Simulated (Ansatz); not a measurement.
A nudged elastic band was laid between two geometries of a periodic cell of 15 atoms, Hf₈CN₆ (host HfN, host structure P6_3/mmc, dopant C, one N atom removed).

The calculation used DFT PBE, scalar-relativistic, plane waves, PAW in Ansatz. Settings: PAW set soft_1, cutoff 420 eV, k mesh 2x2x2, gaussian smearing 0.02 eV, no spin polarisation.

```
movable images  : 5
climbing image  : yes
spring          : 5.0 eV/Å²
optimiser       : fire
start path      : IDPP
force threshold : 0.05 eV/Å
iteration limit : 39
end points      : relaxed
```

Image 0:

```xyz
15
Lattice="-3.1339 -5.4281 0.0000 4.7009 -2.7140 0.0000 0.0000 0.0000 5.4168" Properties=species:S:1:pos:R:3
Hf 1.534 -4.498 4.098
Hf 0.053 -3.643 1.291
N -0.014 -5.443 -0.010
N -0.010 -5.426 2.695
Hf 0.040 -1.795 4.105
Hf 3.131 -3.571 1.291
C -1.562 -2.711 -0.006
Hf 3.162 -1.820 4.037
Hf 1.560 -0.895 1.362
N 1.578 -2.686 -0.010
N 1.565 -2.697 2.695
Hf -1.555 -4.556 4.105
Hf 1.529 -6.345 1.291
N 0.006 0.003 -0.009
N 0.005 0.004 2.694
```

Image 6:

```xyz
15
Lattice="-3.1339 -5.4281 0.0000 4.7009 -2.7140 0.0000 0.0000 0.0000 5.4168" Properties=species:S:1:pos:R:3
Hf 1.523 -4.498 4.010
Hf 0.044 -3.644 1.406
N -0.005 -5.436 0.000
N -0.012 -5.449 2.708
Hf 0.037 -1.795 4.012
Hf 3.127 -3.579 1.405
C -1.567 -2.714 -2.708
Hf 3.151 -1.819 4.075
Hf 1.550 -0.895 1.342
N 1.572 -2.706 0.000
N 1.579 -2.693 2.708
Hf -1.560 -4.563 4.012
Hf 1.530 -6.347 1.405
N 0.000 0.000 0.000
N 0.000 0.000 2.708
```

Q: Which bonds break or form, and what moves?

A: The atom that moves furthest is C7, by 2.70 Å.

Q: What energy profile does the band end with?

A: The run converged. The highest image is number 3 of 0 to 6, 3.59 eV above the ends, which have the same energy within 2 meV. Neighbouring images differ by up to 1.8 eV, so the band resolves the path poorly. By the program's own check the climbing image is of a kind that is not told: the force calls were inconclusive, a negative curvature could not be distinguished from the path's own, the only one lies far off the path, or fixed occupations may fill a level only in part (lowest curvatures found: -10.04 and 5.46 eV/Å²). Limits of this set-up: coarse k mesh.

```json
{"image": "0", "path coordinate (Å)": "0.00", "energy (eV)": "0.00"}
{"image": "1", "path coordinate (Å)": "0.46", "energy (eV)": "0.86"}
{"image": "2", "path coordinate (Å)": "0.91", "energy (eV)": "2.66"}
{"image": "3", "path coordinate (Å)": "1.37", "energy (eV)": "3.59"}
{"image": "4", "path coordinate (Å)": "1.82", "energy (eV)": "2.67"}
{"image": "5", "path coordinate (Å)": "2.27", "energy (eV)": "0.89"}
{"image": "6", "path coordinate (Å)": "2.73", "energy (eV)": "0.00"}
```

Q: What is the geometry of the highest image?

A: 
```xyz
15
Lattice="-3.1339 -5.4281 0.0000 4.7009 -2.7140 0.0000 0.0000 0.0000 5.4168" Properties=species:S:1:pos:R:3
Hf 1.391 -4.421 4.057
Hf 0.066 -3.654 1.349
N 0.001 -5.456 -0.012
N 0.001 -5.456 2.710
Hf 0.168 -1.705 4.057
Hf 3.128 -3.589 1.349
C -1.563 -2.707 -1.360
Hf 3.166 -1.824 4.057
Hf 1.540 -0.888 1.349
N 1.599 -2.702 -0.013
N 1.599 -2.701 2.710
Hf -1.572 -4.707 4.057
Hf 1.533 -6.340 1.349
N -0.030 0.021 -0.006
N -0.030 0.021 2.703
```

Run time: 24 min on 2 threads of Intel(R) Xeon(R) Platinum 8259CL CPU @ 2.50GHz (Skylake/Cascade Lake) (shared host), peak memory 1.3 GiB.
